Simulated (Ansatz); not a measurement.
# C2H7BO2: small, medium and large basis sets

One table from this session's results is given with a row withheld; the runs are named, their logs left out.

Method: one geometry, several basis sets; program: Ansatz 0.2.0, Gaussian basis.

Plan: PBE0-D4/def2-SVP; ωB97M-V/def2-SVP; PBE0-D4/def2-QZVPP; ωB97M-V/def2-QZVPP; the functionals' def2-TZVPP values are taken from earlier runs.

## Structure used throughout

An earlier PBE0-D4 in a triple-zeta def2 set relaxation fixed the geometry.

SMILES `CCB(O)O`, 12 atoms, charge 0, spin multiplicity 1.

Atoms are counted from 1 here; the program's logs count them from 0.

Bond lengths: C1–C2 1.524 Å, C1–H6 1.092 Å, C1–H7 1.095 Å, C1–H8 1.095 Å, C2–B3 1.575 Å, C2–H9 1.096 Å, C2–H10 1.096 Å, B3–O4 1.370 Å, B3–O5 1.363 Å, O4–H11 0.959 Å, O5–H12 0.961 Å. Angles: C2–C1–H6 112.1°, C2–C1–H7 111.7°, C2–C1–H8 111.7°, H6–C1–H7 106.8°, H6–C1–H8 106.7°, H7–C1–H8 107.6°, C1–C2–B3 115.9°, C1–C2–H9 110.2°, C1–C2–H10 110.3°, B3–C2–H9 107.7°, B3–C2–H10 107.7°, H9–C2–H10 104.4°, C2–B3–O4 123.8°, C2–B3–O5 118.8°, O4–B3–O5 117.4°, B3–O4–H11 113.0°, B3–O5–H12 111.9°.

Set-up of the first run:

Input file in.yaml:

```yaml
crystal:
  periodic: [false, false, false]
  atoms:
    - {symbol: C, position_ang: [-1.076387, 0.813452, 0.711067]}
    - {symbol: C, position_ang: [0.395752, 0.481015, 0.502529]}
    - {symbol: B, position_ang: [0.702875, -0.640439, -0.560396]}
    - {symbol: O, position_ang: [-0.264133, -1.304893, -1.267374]}
    - {symbol: O, position_ang: [2.000583, -0.980250, -0.801018]}
    - {symbol: H, position_ang: [-1.218107, 1.596439, 1.459194]}
    - {symbol: H, position_ang: [-1.544827, 1.170254, -0.212052]}
    - {symbol: H, position_ang: [-1.643004, -0.057990, 1.055376]}
    - {symbol: H, position_ang: [0.853545, 0.175712, 1.450851]}
    - {symbol: H, position_ang: [0.950030, 1.380137, 0.208821]}
    - {symbol: H, position_ang: [-1.152528, -1.016187, -1.048716]}
    - {symbol: H, position_ang: [2.073000, -1.672550, -1.464282]}
basis:
  gaussian: {orbitals: def2-SVP}
hamiltonian: {xc: pbe0, dispersion: d4}
output: {orbitals: {seedname: orbitals}}
```

Launch:

```console
$ ansatz run in.yaml --threads 4 --pin off --events-out ev --progress --plain --max-ram 10444MiB
```

Among the steps run: PBE0-D4 in def2-SVP; ωB97M-V in def2-SVP; PBE0-D4 in def2-QZVPP; ωB97M-V in def2-QZVPP.

One of the session's tables, all rows but one given; the rest of the session is left out.

It belongs to the step «Density functionals: the series». 

| functional | basis | HOMO (eV) | LUMO (eV) |
| --- | --- | --- | --- |
| PBE0-D4 | def2-SVP | -8.60 | 1.44 |
| PBE0-D4 | def2-TZVPP | -8.74 | 0.68 |
| PBE0-D4 | def2-QZVPP | -8.77 | 0.34 |
| ωB97M-V | def2-SVP | ? | ? |
| ωB97M-V | def2-TZVPP | -11.08 | 2.03 |
| ωB97M-V | def2-QZVPP | -11.10 | 1.45 |

Estimate the missing values for ωB97M-V, def2-SVP.

The run gave: HOMO (eV): -10.93; LUMO (eV): 3.08. In the column «HOMO (eV)» it lies between ωB97M-V, def2-TZVPP (-11.08) and PBE0-D4, def2-QZVPP (-8.77).
